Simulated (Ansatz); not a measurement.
# BGeH (singlet): wave-function methods side by side at distance Ge1–B2 = 3.588 Å, cc-pVDZ

The task here is to estimate one member of a computed series from the others.

Program: Ansatz 0.2.0, Gaussian basis. Level of theory: cc-pVDZ, core rule «outside noble gas», up to 15 orbitals frozen. These are calculated values, not measurements.

The runs, in order: UHF; CCSD(T) on RHF; CCSD(T) on UHF; BCCD(T) on RHF; CISD; CCSDT(Q) on RHF; CCSDT(Q) on UHF; CISDTQ; CCSDTQ on RHF; CCSDTQ on UHF; CASSCF and MRCISD+Q, 2 electrons in 2 orbitals; CASSCF and NEVPT2, 2 electrons in 2 orbitals; Full CI.

4 further runs of the same task are left out: 4 for a known fault of the program.

## What is computed

The geometry derives from a PBE0/def2-TZVP stationary point (not a proven minimum). One bond is set to the value named and the two fragments are kept rigid. No spin-orbit coupling is included. The filled d shell of Ge may be among the frozen orbitals whatever the setting's name suggests; the logs give the count.

3 atoms, charge 0, spin multiplicity 1.

Atoms are counted from 1 here; the program's logs count them from 0.

Bond lengths: B2–H3 1.188 Å.

Geometry (Å):

```csv
atom,x (Å),y (Å),z (Å)
Ge1,0.0000,0.0000,2.7879
B2,0.0000,0.0000,-0.8001
H3,0.0000,0.0000,-1.9879
```

Set-up of the first run:

File in.yaml:

```yaml
crystal:
  periodic: [false, false, false]
  atoms:
    - {symbol: Ge, position_ang: [0.000000, 0.000000, 2.787950]}
    - {symbol: B, position_ang: [0.000000, 0.000000, -0.800050]}
    - {symbol: H, position_ang: [0.000000, 0.000000, -1.987899]}
basis:
  gaussian: {orbitals: cc-pVDZ}
magnetization: {spin_polarized: true, initial_magnetization: 0}
hamiltonian: {xc: hf}
output: {orbitals: {seedname: orbitals}}
```

Started as:

```bash
$ ansatz run in.yaml --threads 1 --pin off --events-out ev --progress --plain --max-ram 3498MiB --backend cpu
```

Steps of the session up to this table: UHF; CCSD(T) on RHF; CCSD(T) on UHF; BCCD(T) on RHF; CISD; CCSDT(Q) on RHF; CCSDT(Q) on UHF; CISDTQ; CCSDTQ on RHF; CCSDTQ on UHF; CASSCF and MRCISD+Q, 2 electrons in 2 orbitals; CASSCF and NEVPT2, 2 electrons in 2 orbitals; Full CI.

One table of the session follows, with a row left open; its other results are not shown here.

```
       method  from FCI (meV)
          RHF         +4768.0
         RMP2         +1732.5
         CISD               ?
        RCCSD          +333.0
     RCCSD(T)          +194.7
      BCCD(T)          +199.5
       RCCSDT           +68.2
       CISDTQ          +132.0
    RCCSDT(Q)           +22.9
      RCCSDTQ            +7.2
  CASSCF pair         +4256.9
  NEVPT2 pair         +1261.1
  MRCISD pair          +494.7
MRCISD+Q pair           +40.7
          FCI               0
```

Q: Estimate the row for CISD from the others.

The run gave: from FCI (meV): +830.6. In the column «from FCI (meV)» it lies between MRCISD pair (+494.7) and NEVPT2 pair (+1261.1).

Some runs used a GPU and others CPU threads alone; cost is compared among the CPU runs only.

Among the levels timed on like hardware, those that no quicker one beats, quickest first: CISD (1.1 s, +830.6 meV); RCCSD(T) (2.4 s, +194.7 meV); MRCISD+Q pair (3.6 s, +40.7 meV); RCCSDT(Q) (8 s, +22.9 meV).

Caveats from the session: The report flags that the cluster equations may have other roots. The yardstick is full CI for this spin, exact in this basis with these frozen cores. Left out of the table: UHF, UMP2, UCCSD, UCCSD(T), UCCSDT, UCCSDT(Q), UCCSDTQ (another determinant or state than the rows shown). The program flags RCCSDTQ as in doubt, so those rows may rest on another solution; read them beside their warnings. With 2.5 effectively unpaired electrons against 0 the state is strongly multireference. Of the multireference levels listed MRCISD+Q pair comes nearest in total energy (+40.7 meV), which doesn't show that its space is the better one. Warnings in the runs' records: large difference, other amplitudes, other roots.
